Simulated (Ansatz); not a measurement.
# CHGaP (quartet): the correlation ladder, cc-pVTZ

An exercise on one series of results from a longer session: the logs are not shown, and one member is left open.

Computed with Ansatz 0.2.0, Gaussian basis. Level: cc-pVTZ, core rule «outside noble gas», up to 20 orbitals frozen.

The runs, in order: UHF; CCSD(T) on ROHF; CCSD(T) on UHF; BCCD(T) on ROHF; CCSDT(Q) on ROHF; CCSDT(Q) on UHF.

6 further runs of the same task are left out: 1 that didn't finish, 5 set aside as unsound or not needed. Runs told in other sessions of the task aren't counted.

**The geometry**

The geometry is a PBE0/def2-TZVP stationary point (not a proven minimum). No spin-orbit coupling is included. The filled d shell of Ga may be among the frozen orbitals whatever the setting's name suggests.

4 atoms, charge 0, spin multiplicity 4.

Atoms are counted from 1 here; the program's logs count them from 0.

Bond lengths: C1–P2 1.776 Å, C1–Ga3 1.986 Å, C1–H4 1.090 Å, P2–Ga3 2.355 Å. Angles: P2–C1–Ga3 77.3°, P2–C1–H4 132.5°, Ga3–C1–H4 119.0°, C1–P2–Ga3 55.3°, C1–Ga3–P2 47.4°.

The first run:

Contents of in.yaml:

```yaml
crystal:
  periodic: [false, false, false]
  atoms:
    - {symbol: C, position_ang: [-0.128658, 1.202292, 0.703925]}
    - {symbol: P, position_ang: [0.017018, -0.364809, 1.527579]}
    - {symbol: Ga, position_ang: [0.007389, -0.075306, -0.810008]}
    - {symbol: H, position_ang: [0.499012, 2.093070, 0.701104]}
basis:
  gaussian: {orbitals: cc-pVTZ}
magnetization: {spin_polarized: true, initial_magnetization: 3}
hamiltonian: {xc: hf}
output: {orbitals: {seedname: orbitals}}
```

The run is started by

```console
> ansatz run in.yaml --threads 1 --pin off --events-out ev --progress --plain --max-ram 4096MiB --backend cpu
```

Among the steps run: UHF; CCSD(T) on ROHF; CCSD(T) on UHF; BCCD(T) on ROHF; CCSDT(Q) on ROHF; CCSDT(Q) on UHF.

One table of the session follows, with a row left open; its other results are not shown here.

It belongs to the step «Misses and costs». 

| method | from RCCSDT(Q) (kcal/mol) |
| --- | --- |
| ROHF | +245.53 |
| UHF | +233.34 |
| RMP2 | ? |
| UMP2 | +35.09 |
| RCCSD | +16.26 |
| UCCSD | +15.24 |
| RCCSD(T) | +1.76 |
| UCCSD(T) | +1.87 |
| BCCD(T) | +1.80 |
| RCCSDT | +1.29 |
| UCCSDT | +0.89 |
| RCCSDT(Q) | 0 |
| UCCSDT(Q) | -0.34 |

**Question.** Estimate the row for RMP2.

**Answer.** from RCCSDT(Q) (kcal/mol): +27.83. In the column «from RCCSDT(Q) (kcal/mol)» it lies between RCCSD (+16.26) and UMP2 (+35.09).

With the free atoms at the same levels and basis (separate runs), the atomisation energy is 9.292 eV at RCCSDT(Q), 9.262 eV at RCCSD(T), 9.249 eV at UCCSD(T), 5.476 eV at ROHF.

Caveats from the session: Restricted and unrestricted rows rest on different reference determinants; a gap between their highest levels can come from leftover correlation error, from unlike frozen cores or from another state.
